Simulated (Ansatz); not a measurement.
# WC (triplet): from Hartree-Fock to the top rungs, def2-TZVPP

One table from this session's results is given with a row withheld; the runs are named, their logs left out.

Method: def2-TZVPP, core rule «outside noble gas», up to 5 orbitals frozen; program: Ansatz 0.2.0, Gaussian basis.

Plan: UHF; ROHF; CCSD(T) on UHF.

2 further runs of the same task are left out: 2 set aside as unsound or not needed.

### The system

The geometry is a PBE0/def2-TZVP stationary point (not a proven minimum) of the parent state, kept for this charge and spin. No spin-orbit coupling is included. Elements past krypton take def2 core potentials.

2 atoms, charge 0, spin multiplicity 3.

Atoms are counted from 1 here; the program's logs count them from 0.

Bond lengths: W1–C2 1.709 Å.

The first run:

Input file in.yaml:

```yaml
crystal:
  periodic: [false, false, false]
  atoms:
    - {symbol: W, position_ang: [0.000000, 0.000000, 0.000000]}
    - {symbol: C, position_ang: [0.000000, 0.000000, 1.708732]}
basis:
  gaussian: {orbitals: def2-TZVPP}
magnetization: {spin_polarized: true, initial_magnetization: 2}
hamiltonian: {xc: hf}
output: {orbitals: {seedname: orbitals}}
```

Started as:

```bash
$ ansatz run in.yaml --threads 1 --pin off --events-out ev --progress --plain --max-ram 2560MiB --backend cpu
```

Steps of the session up to this table: UHF; ROHF; CCSD(T) on UHF.

One table of the session follows, with a row left open; its other results are not shown here.

It belongs to the step «Misses and costs». 

```
  method  from UCCSD(T) (meV)
    ROHF              +9729.5
    UMP2                    ?
   UCCSD               +617.1
UCCSD(T)                    0
```

Estimate the missing values for UMP2.

The run gave: from UCCSD(T) (meV): +1617.6. In the column «from UCCSD(T) (meV)» it lies between UCCSD (+617.1) and ROHF (+9729.5).

Left out of the table: UHF (another determinant or state than the rows shown).

Limits of these values: The determinant is far from a pure spin state, so its energy mixes those of several spin states (harmless only where they are near-degenerate, as at dissociation). Warnings: spin contamination; coupled cluster took another determinant than the lowest.
